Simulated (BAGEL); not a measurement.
**C2H6AlCl (dimethylaluminum chloride) at HF/cc-pVDZ (density fitting with qzvpp-jkfit)**

What is the vertical ionisation energy of C2H6AlCl (dimethylaluminum chloride) at HF/cc-pVDZ (density fitting with qzvpp-jkfit)? 

Program for the calculation: BAGEL 1.2.2.

8 further runs of the same task are left out: 6 that didn't finish, 2 set aside as unsound or not needed.

## (1) The structure to begin with

C2H6AlCl: 10 atoms, total charge 0, spin state singlet. As SMILES, `[CH3][Al]([CH3])[Cl]`. The coordinates come from a PBE0-D4/def2-TZVP relaxation.

Bond lengths: C1–Al2 1.942 Å, Al2–C3 1.942 Å, Al2–Cl4 2.114 Å, C1–H5 1.092 Å, C1–H6 1.095 Å, C1–H7 1.095 Å, C3–H8 1.095 Å, C3–H9 1.093 Å, C3–H10 1.094 Å. Some angles: C1–Al2–C3 125.8°, C1–Al2–Cl4 117.8°, C3–Al2–Cl4 116.4°, Al2–C1–H5 112.5°, Al2–C1–H6 110.7°, Al2–C1–H7 110.7°, Al2–C3–H8 110.7°, Al2–C3–H9 112.6°, Al2–C3–H10 110.7°, H5–C1–H6 108.1°.

## (2) The energy at HF/cc-pVDZ (density fitting with qzvpp-jkfit)

calc.json reads:

```json
{ "bagel" : [

{
  "title" : "molecule",
  "basis" : "cc-pvdz.json",
  "df_basis" : "qzvpp-jkfit",
  "angstrom" : "true",
  "geometry" : [
    { "atom" : "C", "xyz" : [      -0.517700,       1.358200,      -0.989200 ] },
    { "atom" : "Al", "xyz" : [      -0.252300,      -0.446600,      -0.322400 ] },
    { "atom" : "C", "xyz" : [       0.742200,      -0.932200,       1.273500 ] },
    { "atom" : "Cl", "xyz" : [      -1.112300,      -2.038200,      -1.415400 ] },
    { "atom" : "H", "xyz" : [      -1.121400,       1.383800,      -1.898300 ] },
    { "atom" : "H", "xyz" : [      -1.010200,       1.981400,      -0.235400 ] },
    { "atom" : "H", "xyz" : [       0.443800,       1.835600,      -1.206000 ] },
    { "atom" : "H", "xyz" : [       0.102400,      -1.471200,       1.979300 ] },
    { "atom" : "H", "xyz" : [       1.158700,      -0.063300,       1.788800 ] },
    { "atom" : "H", "xyz" : [       1.566900,      -1.607500,       1.025200 ] }
  ]
},

{
  "title" : "hf"
},

{
  "title" : "print",
  "file" : "orbitals.molden",
  "orbitals" : "true"
}

]}
```

The basis set cc-pVDZ is read from a file made from the Basis Set Exchange's data (not shown).

Started as:

```console
$ BAGEL_NUM_THREADS=1 BAGEL calc.json > calc.out
```

The log of the run:

```text
* using 1 threads per process

  ===============================================================
  ===============================================================

  *** Geometry ***

  { "atom" : "C", "xyz" : [     -0.978311,      2.566626,     -1.869317 ] },
  { "atom" : "Al", "xyz" : [     -0.476778,     -0.843952,     -0.609248 ] },
  { "atom" : "C", "xyz" : [      1.402555,     -1.761603,      2.406566 ] },
  { "atom" : "Cl", "xyz" : [     -2.101942,     -3.851640,     -2.674718 ] },
  { "atom" : "H", "xyz" : [     -2.119139,      2.615003,     -3.587267 ] },
  { "atom" : "H", "xyz" : [     -1.909001,      3.744303,     -0.444842 ] },
  { "atom" : "H", "xyz" : [      0.838660,      3.468781,     -2.279010 ] },
  { "atom" : "H", "xyz" : [      0.193508,     -2.780165,      3.740335 ] },
  { "atom" : "H", "xyz" : [      2.189626,     -0.119620,      3.380342 ] },
  { "atom" : "H", "xyz" : [      2.961012,     -3.037735,      1.937347 ] },

  Number of auxiliary basis functions:      514

  Since a DF basis is specified, we compute 2- and 3-index integrals:
    o Being stored without compression. Storage requirement is 0.036 GB

  Number of basis functions:       94
  Number of electrons      :       48

    * METHOD: MOLECULE                             0.22

  *** RHF ***

  === Nuclear Repulsion ===
   189.7622432949

      * DIIS with orbital gradients will be used.

  === RHF iteration (cc-pvdz.json) ===
      0       -780.56651462          0.01406657           0.07
      1       -780.71716238          0.00576011           0.06
      2       -780.74129451          0.00117728           0.06
      3       -780.74254631          0.00013106           0.06
      4       -780.74257513          0.00003975           0.06
      5       -780.74257780          0.00000920           0.06
      6       -780.74257789          0.00000224           0.06
      7       -780.74257790          0.00000060           0.06
      8       -780.74257790          0.00000021           0.06
      9       -780.74257790          0.00000006           0.06
     10       -780.74257790          0.00000002           0.06
     11       -780.74257790          0.00000001           0.07
    * SCF iteration converged.

    * Permanent dipole moment:
           (   -0.367363,    -0.676049,    -0.467287) a.u.

    * METHOD: HF                                   0.92

    * METHOD: PRINT                                0.01

  ===============================================================
```

It took 1.3 s on 1 thread of Intel Xeon 6975P-C (Granite Rapids), shared host; peak memory 0.15 GiB.

## (3) The doublet cation at the same level

input.json reads:

```json
{ "bagel": [

{
  "title": "molecule",
  "basis": "cc-pvdz.json",
  "df_basis": "qzvpp-jkfit",
  "angstrom": "true",
  "geometry": [
    { "atom": "C", "xyz": [   -0.517700,    1.358200,   -0.989200 ] },
    { "atom": "Al", "xyz": [   -0.252300,   -0.446600,   -0.322400 ] },
    { "atom": "C", "xyz": [    0.742200,   -0.932200,    1.273500 ] },
    { "atom": "Cl", "xyz": [   -1.112300,   -2.038200,   -1.415400 ] },
    { "atom": "H", "xyz": [   -1.121400,    1.383800,   -1.898300 ] },
    { "atom": "H", "xyz": [   -1.010200,    1.981400,   -0.235400 ] },
    { "atom": "H", "xyz": [    0.443800,    1.835600,   -1.206000 ] },
    { "atom": "H", "xyz": [    0.102400,   -1.471200,    1.979300 ] },
    { "atom": "H", "xyz": [    1.158700,   -0.063300,    1.788800 ] },
    { "atom": "H", "xyz": [    1.566900,   -1.607500,    1.025200 ] }
  ]
},
{ "title": "uhf", "charge": 1, "nopen": 1 },
{ "title": "print", "file": "orbitals.molden", "orbitals": "true" }

]}
```

The basis set cc-pVDZ is read from a file made from the Basis Set Exchange's data (not shown).

Started as:

```console
$ BAGEL_NUM_THREADS=1 BAGEL input.json > input.out
```

The log of the run:

```text
* using 1 threads per process

  ===============================================================
  ===============================================================

  *** Geometry ***

  { "atom" : "C", "xyz" : [     -0.978311,      2.566626,     -1.869317 ] },
  { "atom" : "Al", "xyz" : [     -0.476778,     -0.843952,     -0.609248 ] },
  { "atom" : "C", "xyz" : [      1.402555,     -1.761603,      2.406566 ] },
  { "atom" : "Cl", "xyz" : [     -2.101942,     -3.851640,     -2.674718 ] },
  { "atom" : "H", "xyz" : [     -2.119139,      2.615003,     -3.587267 ] },
  { "atom" : "H", "xyz" : [     -1.909001,      3.744303,     -0.444842 ] },
  { "atom" : "H", "xyz" : [      0.838660,      3.468781,     -2.279010 ] },
  { "atom" : "H", "xyz" : [      0.193508,     -2.780165,      3.740335 ] },
  { "atom" : "H", "xyz" : [      2.189626,     -0.119620,      3.380342 ] },
  { "atom" : "H", "xyz" : [      2.961012,     -3.037735,      1.937347 ] },

  Number of auxiliary basis functions:      514

  Since a DF basis is specified, we compute 2- and 3-index integrals:
    o Being stored without compression. Storage requirement is 0.036 GB

  Number of basis functions:       94
  Number of electrons      :       48

    * METHOD: MOLECULE                             0.21

  *** Open-shell HF ***

  === Nuclear Repulsion ===
   189.7622432949

      * DIIS with orbital gradients will be used.

  === UHF iteration (cc-pvdz.json) ===
      0       -780.25742482          0.01926324           0.13
      1       -780.37359524          0.00731707           0.13
      2       -780.38732453          0.00259362           0.13
      3       -780.38973141          0.00082409           0.13
      4       -780.39055264          0.00025671           0.13
      5       -780.39072760          0.00014846           0.13
      6       -780.39081646          0.00004705           0.14
      7       -780.39082545          0.00002342           0.13
      8       -780.39082800          0.00000933           0.13
      9       -780.39082829          0.00000602           0.13
     10       -780.39082839          0.00000473           0.13
     11       -780.39082844          0.00000417           0.13
     12       -780.39082850          0.00000375           0.13
     13       -780.39082857          0.00000313           0.13
     14       -780.39082867          0.00000208           0.13
     15       -780.39082871          0.00000118           0.13
     16       -780.39082873          0.00000062           0.13
     17       -780.39082873          0.00000029           0.13
     18       -780.39082873          0.00000010           0.13
     19       -780.39082873          0.00000005           0.13
     20       -780.39082873          0.00000003           0.13
     21       -780.39082873          0.00000002           0.13
     22       -780.39082873          0.00000001           0.13
     23       -780.39082873          0.00000001           0.13
    * SCF iteration converged.

    * S^2 (UHF) is 0.8226

    * Permanent dipole moment:
           (   -1.047610,    -1.871405,    -1.339914) a.u.

    * METHOD: UHF                                  3.31

    * METHOD: PRINT                                0.01

  ===============================================================
```

It took 3.9 s on 1 thread of Intel Xeon 6975P-C (Granite Rapids), shared host; peak memory 0.15 GiB.

## (4) Summary of results

At HF/cc-pVDZ (density fitting with qzvpp-jkfit):

| quantity | value |
| --- | --- |
| singlet C2H6AlCl: total energy | -780.74258 Eh |
| singlet C2H6AlCl: dipole moment | 2.29 D |
| singlet C2H6AlCl: HOMO energy | -10.89 eV |
| singlet C2H6AlCl: LUMO energy | 2.20 eV |
| singlet C2H6AlCl: HOMO–LUMO gap | 13.09 eV |
| doublet cation: total energy | -780.39083 Eh |
| doublet cation: ⟨S²⟩ | 0.823 |
| vertical ionisation energy (to the doublet cation) | 9.572 eV |

In words: Removing an electron at fixed nuclei costs 9.57 eV (221 kcal/mol). The negative HOMO energy of the first species, 10.89 eV, lies 1.32 eV above that difference.
